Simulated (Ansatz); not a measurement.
# TiAl: the cost of one run

Computed with Ansatz 0.2.0 (DFT r2SCAN, scalar-relativistic, plane waves, PAW, unless a step's input says otherwise).

1 further run of the same task is left out (it didn't finish).

## 1. The structure to begin with

Symmetry: P4/mmm, No. 123, tetragonal system. Conventional cell: a = 2.837 Å, b = 2.837 Å, c = 4.059 Å, α = 90.00°, β = 90.00°, γ = 90.00°. Ti (site symmetry 4/mmm) has 4 Ti at 2.84 Å and 8 Al at 2.85 Å as nearest neighbours. Al (site symmetry 4/mmm) is surrounded by 4 Al at 2.84 Å and 8 Ti at 2.85 Å.

As a file:

```cif
data_structure
_symmetry_space_group_name_H-M 'P4/mmm'
_symmetry_Int_Tables_number 123
_cell_length_a 2.8373
_cell_length_b 2.8373
_cell_length_c 4.0591
_cell_angle_alpha 90.000
_cell_angle_beta 90.000
_cell_angle_gamma 90.000
_cell_volume 32.68
loop_
_atom_site_label
_atom_site_type_symbol
_atom_site_symmetry_multiplicity
_atom_site_Wyckoff_symbol
_atom_site_fract_x
_atom_site_fract_y
_atom_site_fract_z
_atom_site_occupancy
Ti1 Ti 1 a 0.00000 0.00000 0.00000 1
Al1 Al 1 d 0.50000 0.50000 0.50000 1
```

Source of the structure: the Crystallography Open Database.

## 2. Probe: one point at the start

input.yaml reads:

```yaml
crystal:
  lattice:
    - [2.8373, 0.0, 0.0]
    - [0.0, 2.8373, 0.0]
    - [0.0, 0.0, 4.0591]
  atoms:
    - { symbol: Ti, position: [0.0, 0.0, 0.0] }
    - { symbol: Al, position: [0.5, 0.5, 0.5] }
basis:
  ecutwfc: 500
kpoints:
  mp_grid: { grid: [6, 6, 4] }
hamiltonian:
  xc: r2scan
scf:
  occupations: { method: gaussian, width: 0.1 }
output:
  forces: true
  stress: true
  eigenvalues: true
```

Run with:

```console
$ ansatz run input.yaml --threads 1 --pin off --max-ram 2560MiB --backend cpu --events-out ev --progress --plain --runs-dir out
```

What time and memory should one allow on 1 thread of Arm Neoverse V2, shared host?

About 2.2 s, with a peak of 0.35 GiB.
